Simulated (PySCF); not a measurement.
# LiIn: from the state search to spectroscopic constants

The task here is to estimate one member of a computed series from the others.

The runs use PySCF 2.14.0; Li cc-pVDZ, In cc-pVDZ-PP with ECP28, scalar-relativistic core potentials.

Set-up of the first run:

Settings of the job:

```json
{
  "atoms": "Li, In",
  "charge": "0",
  "basis": "Li cc-pVDZ, In cc-pVDZ-PP with ECP28",
  "Hamiltonian": "scalar-relativistic core potentials",
  "basis functions": "37",
  "electrons treated": "24",
  "masses in u": "7.0160, 114.9039",
  "levels": "PBE0, PBE, r²SCAN, BP86, r²SCANh, LDA, ωB97X, HF, MP2, SCS-MP2, CCSD, CCSD(T)",
  "grid": "80 radial by 434 angular points",
  "occupations": "held fixed by the projection of orbital angular momentum",
  "dissociation limit": "Li + In, each in its ground configuration",
  "starting distance in angstrom": "2.675",
  "values of 2S to try": "0, 2"
}
```

Launch:

```bash
$ OMP_NUM_THREADS=1 python dia.py task.json out
```

Steps of the session up to this table: The job; First curve: PBE0; Higher solutions at PBE0; PBE (GGA); r²SCAN (meta-GGA); BP86; r²SCANh (hybrid meta-GGA); LDA (local density); ωB97X (range-separated hybrid); RHF; MP2 and coupled cluster.

One table of the session follows, with a row left open; its other results are not shown here.

It belongs to the step «Constants by level of theory». 

| level | Re (Å) | ωe (cm⁻¹) | De (eV) |
| --- | --- | --- | --- |
| RHF | ? | ? | ? |
| RHF-MP2 | 3.015 | 278.3 | 0.73 |
| RHF-SCS-MP2 | 3.029 | 274.0 | 0.76 |
| RHF-CCSD | 3.010 | 272.3 | 0.91 |
| RHF-CCSD(T) | 3.008 | 270.2 | 0.95 |
| LDA | 2.977 | 267.1 | 1.20 |
| PBE | 3.035 | 255.9 | 0.97 |
| BP86 | 3.032 | 255.9 | 0.97 |
| r²SCAN | 3.018 | 265.1 | 0.83 |
| r²SCANh | 3.010 | 268.5 | 0.82 |
| PBE0 | 3.015 | 267.4 | 0.88 |
| ωB97X | 2.993 | 281.3 | 0.99 |

Q: Estimate the row for RHF from the others.

As computed: Re (Å): 3.058; ωe (cm⁻¹): 270.2; De (eV): 0.105. In the column «Re (Å)» it is the highest.

De is counted to Li + In in their ground configurations.
